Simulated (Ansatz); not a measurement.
# BAs: the cost of one run

All numbers are computed with the Python package of Ansatz 0.2.0. Level of theory: DFT PBE, plane waves, PAW.

## (1) The structure

Symmetry: F-43m, No. 216, cubic system. The conventional cell has a = 4.777 Å, b = 4.777 Å, c = 4.777 Å, α = 90.00°, β = 90.00°, γ = 90.00°. Around B (site symmetry -43m) lie 4 As at 2.07 Å. As (site symmetry -43m) is surrounded by 4 B at 2.07 Å.

The script holds or builds the structure itself.

## (2) The script

eos_bas.py

```python
"""Equation of state of BAs."""

import warnings

import ansatz
import numpy as np
from scipy.optimize import curve_fit

VECTORS = np.array([
    [0.0, 2.3885, 2.3885],
    [2.3885, 0.0, 2.3885],
    [2.3885, 2.3885, 0.0],
])
SITES = [
    ("B", [0.0, 0.0, 0.0]),
    ("As", [0.25, 0.25, 0.25]),
]


def on_lattice(cell):
    crystal = ansatz.Crystal(lattice=ansatz.Lattice.of(cell))
    for symbol, position in SITES:
        crystal = crystal.atom(symbol, position)
    return crystal

def vinet(v, e0, v0, b0, b1):
    eta = (v / v0) ** (1 / 3)
    return e0 + 2 * b0 * v0 / (b1 - 1) ** 2 * (2 - (5 + 3 * b1 * (eta - 1) - 3 * eta) * np.exp(-1.5 * (b1 - 1) * (eta - 1)))

warnings.simplefilter("ignore", ansatz.DeckWarning)

# scale the volume, keep shape and fractions
volumes, energies, pressures = [], [], []
for scale in np.linspace(0.94, 1.06, 7):
    cell = VECTORS * scale ** (1 / 3)
    setup = (
        on_lattice(cell).calculation()
        .functional("PBE")
        .basis(450)
        .occupations("fixed")
        .scf(tolerance=1e-07)
        .kpoints(7, 7, 7)
        .stress()
    )
    data = setup.run(threads=1, pin="off").report
    volumes.append(abs(np.linalg.det(cell)) / len(SITES))
    energies.append(data["free_energy_ev"] / len(SITES))
    pressures.append(np.trace(data["stress_gpa"]) / 3)
    print(f"V = {volumes[-1]:8.4f} A^3/atom  F = {energies[-1]:.5f} eV/atom  P = {pressures[-1]:8.3f} GPa")

guess = (min(energies), volumes[int(np.argmin(energies))], 0.5, 4.5)
(e0, v0, b0, b1), _ = curve_fit(vinet, np.array(volumes), np.array(energies), p0=guess, maxfev=20000)
print(f"Vinet fit: V0 = {v0:.4f} A^3/atom, B0 = {160.21766 * b0:.1f} GPa, B1 = {b1:.2f}")
print("largest residual", round(1000 * float(np.abs(vinet(np.array(volumes), e0, v0, b0, b1) - energies).max()), 3), "meV/atom")
```

## (3) What the engine is handed

The engine receives this input (first run):

```yaml
crystal:
  lattice:
    - [0.0, 2.3397414206671185, 2.3397414206671185]
    - [2.3397414206671185, 0.0, 2.3397414206671185]
    - [2.3397414206671185, 2.3397414206671185, 0.0]
  atoms:
    - { symbol: B, position: [0.0, 0.0, 0.0] }
    - { symbol: As, position: [0.25, 0.25, 0.25] }
basis:
  ecutwfc: 450.0
kpoints:
  mp_grid:
    grid: [7, 7, 7]
hamiltonian:
  xc: pbe
scf:
  convergence:
    dr2_threshold: 1.0e-07
  occupations:
    method: fixed
output:
  stress: true
```

## (4) Running it

On the command line:

```sh
python eos_bas.py
```

Q: Estimate wall time and peak memory on 1 thread of Arm Neoverse V1, shared host.

About 6 s, with a peak of 0.38 GiB.
